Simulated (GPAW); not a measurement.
BiTe:

```
Bi Te
1.0
     0.00000    3.23500    3.23500
     3.23500    0.00000    3.23500
     3.23500    3.23500    0.00000
Bi Te
1 1
Direct
  0.00000 0.00000 0.00000
  0.50000 0.50000 0.50000
```

| Item | Value |
| --- | --- |
| Program | GPAW 26.7.0 |
| Task | relaxation of cell and atoms |
| Functional | PBEsol |
| Dispersion | D3 |
| Potentials or basis | PAW data sets generated in the run's folder for this functional |
| Cutoff | 600 eV |
| Basis | pw |
| k mesh | 7 × 7 × 7 |
| Occupations | fermi-dirac, width 0.05 eV |
| Spin | no spin polarisation |

At the start: pressure -2.8 GPa; volume 33.86 Å³/atom.

Question: Where does the relaxation end?

Answer: Over 4 steps the energy falls by 16.7 meV/atom and the volume is 32.03 Å³/atom (-5.4 %); space group Fm-3m (No. 225, to 0.05 Å).

The path:
| step | energy change (eV) | largest force (eV/Å) | pressure (GPa) | volume (Å³) |
| --- | --- | --- | --- | --- |
| 1 | 0.0000 | 0.0000 | -2.83 | 67.71 |
| 2 | -0.0135 | 0.0000 | -2.24 | 66.85 |
| 3 | -0.0333 | 0.0000 | 0.17 | 63.87 |
| 4 | -0.0334 | 0.0000 | -0.01 | 64.06 |

Final structure:
```cif
data_structure
_symmetry_space_group_name_H-M 'P 1'
_symmetry_Int_Tables_number 1
_cell_length_a 4.4913
_cell_length_b 4.4913
_cell_length_c 4.4913
_cell_angle_alpha 60.000
_cell_angle_beta 60.000
_cell_angle_gamma 60.000
_cell_volume 64.06
loop_
_atom_site_label
_atom_site_type_symbol
_atom_site_fract_x
_atom_site_fract_y
_atom_site_fract_z
_atom_site_occupancy
Bi1 Bi 0.00000 0.00000 0.00000 1
Te1 Te 0.50000 0.50000 0.50000 1
```

Caveat: later steps reuse the first step's grids; pairwise dispersion overbinds metals, which lowers pressure and volume.
